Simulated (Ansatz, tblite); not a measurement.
# The cluster As3S3: competing shapes

An exercise on one series of results from a longer session: the logs are not shown, and one member is left open.

Program: Ansatz 0.2.0, Gaussian basis. Level of theory: relaxed with PBE0-D4/def2-SVP, doublet. These are calculated values, not measurements.

3 further runs of the same task are left out: 1 that didn't finish, 2 set aside as unsound or not needed.

**Starting geometry**

6 atoms, charge 0, spin multiplicity 2.

Atoms are counted from 1 here; the program's logs count them from 0.

Bond lengths: As1–As2 2.427 Å, As1–S5 2.227 Å, As1–S6 2.274 Å, As2–S4 2.275 Å, As2–S5 2.228 Å, As3–S4 2.213 Å, As3–S6 2.213 Å. Angles: As2–As1–S5 57.0°, As2–As1–S6 102.3°, S5–As1–S6 104.3°, As1–As2–S4 102.3°, As1–As2–S5 57.0°, S4–As2–S5 104.3°, S4–As3–S6 100.3°, As2–S4–As3 108.7°, As1–S5–As2 66.0°, As1–S6–As3 108.7°.

A search from random starts with GFN2-xTB found 15 distinct shapes; 3 go on here. The structure above is candidate A, which lies 0.00 eV above the lowest at that level; B lies 0.13 eV above the lowest at that level; C lies 0.69 eV above the lowest at that level.

Set-up of the first run:

File in.yaml:

```yaml
crystal:
  periodic: [false, false, false]
  atoms:
    - {symbol: As, position_ang: [-1.064900, -0.600900, 1.316630]}
    - {symbol: As, position_ang: [0.533620, -1.710860, -0.133240]}
    - {symbol: As, position_ang: [0.203680, 1.778810, -1.136850]}
    - {symbol: S, position_ang: [0.715070, -0.247460, -1.865280]}
    - {symbol: S, position_ang: [1.135420, -0.525120, 1.653950]}
    - {symbol: S, position_ang: [-1.522880, 1.305520, 0.164780]}
basis:
  gaussian: {orbitals: def2-SVP}
magnetization: {spin_polarized: true, initial_magnetization: 1}
hamiltonian: {xc: pbe0, dispersion: d4}
scf: {lower_state_search: "off"}
output: {orbitals: {seedname: orbitals}}
relax: {f_tol: 0.02, max_steps: 100}
```

Started as:

```
ansatz run in.yaml --threads 4 --pin off --events-out ev --progress --plain --max-ram 4787MiB
```

Steps of the session up to this table: Relaxing candidate A; Relaxing candidate B; Relaxing candidate C; Candidate B, PBE0-D4/def2-TZVP; Candidate B, PBE-D4/def2-TZVP; Candidate B, r2SCAN-D4/def2-TZVP; Candidate B, B97M-V/def2-TZVP; Candidate B, PBE-QIDH/def2-TZVP; Candidate B, MP2/def2-TZVP; Candidate C, PBE0-D4/def2-TZVP; Candidate C, PBE-D4/def2-TZVP; Candidate C, r2SCAN-D4/def2-TZVP; Candidate C, B97M-V/def2-TZVP; Candidate C, PBE-QIDH/def2-TZVP; Candidate C, MP2/def2-TZVP.

One table of the session follows, with a row left open; its other results are not shown here.

It belongs to the step «C against A». 

| level | C above A (eV) |
| --- | --- |
| GFN1-xTB | +1.173 |
| GFN2-xTB | +0.689 |
| HF/def2-TZVP | +0.740 |
| PBE-D4/def2-TZVP | +0.619 |
| r2SCAN-D4/def2-TZVP | ? |
| B97M-V/def2-TZVP | +0.736 |
| PBE0-D4/def2-TZVP | +0.656 |
| PBE-QIDH/def2-TZVP | +0.689 |
| MP2/def2-TZVP | +0.718 |

**Question.** Estimate the row for r2SCAN-D4/def2-TZVP.

**Answer.** C above A (eV): +0.658. In the column «C above A (eV)» it lies between PBE0-D4/def2-TZVP (+0.656) and GFN2-xTB (+0.689).

Caveats from the session: The search was small, so a lower isomer may exist. Only doublets are compared; another spin may lie lower and prefer another shape.
